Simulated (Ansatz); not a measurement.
# KC: a single-point run

The task is a single-point run on KC. The structure is shown as the input types it.

Method: DFT, PBE, norm-conserving pseudopotentials, Ansatz's default files, scalar-relativistic (as first typed), in Ansatz 0.2.0.

1 further run of the same task is left out (set aside as unsound or not needed).

### Step 1. Starting point

The structure is cubic, space group Pm-3m (No. 221). The conventional cell has a = 3.453 Å, b = 3.453 Å, c = 3.453 Å, α = 90.00°, β = 90.00°, γ = 90.00°. Around K (site symmetry m-3m) lie 8 C at 2.99 Å. C (site symmetry m-3m) has 8 K at 2.99 Å as nearest neighbours.

Coordinates:

```xyz
2
Lattice="2.3604 -2.4403 0.6229 2.3604 2.4403 0.6229 -0.8823 0.0000 3.3417" Properties=species:S:1:pos:R:3 pbc="T T T"
K     0.0000    0.0000    0.0000
C     1.9192    0.0000    2.2938
```

### Step 2. The run

input.yaml reads:

```yaml
crystal:
  lattice:
    - [2.3604067312, -2.4403358599, 0.6229003289]
    - [2.3604067312, 2.4403358599, 0.6229003289]
    - [-0.8823201908, 0.0, 3.3417458254]
  atoms:
    - { symbol: K, position: [0.0, 0.0, 0.0] }
    - { symbol: C, position: [0.5, 0.5, 0.5] }
kpoints:
  mp_grid: { grid: [11, 11, 11] }
scf:
  occupations: { method: fermi_dirac, width: 0.05 }
hamiltonian:
  xc: pbe
  pseudopotentials: { kind: nc }
output:
  forces: true
  stress: true
  eigenvalues: true
  efg: { contact_densities: true }
```

Launch:

```console
$ ansatz run input.yaml --threads 1 --pin off --max-ram 2048MiB --backend cpu --events-out ev --progress --plain --runs-dir out
```

Q: Will this input give a usable result? If not, why, and what should change?

The run ended at the input check. Its message: «output.efg without hamiltonian.pseudopotentials.kind: paw|paw_fr|all_electron or hamiltonian.pseudopotentials.kind: all_electron — the all-electron EFG reconstruction needs the PAW one-centre densities; drop the efg request ...»

Look at the input: hamiltonian.pseudopotentials.kind is nc. What was asked isn't available in this combination.

Remedy: set hamiltonian.pseudopotentials.kind to paw.
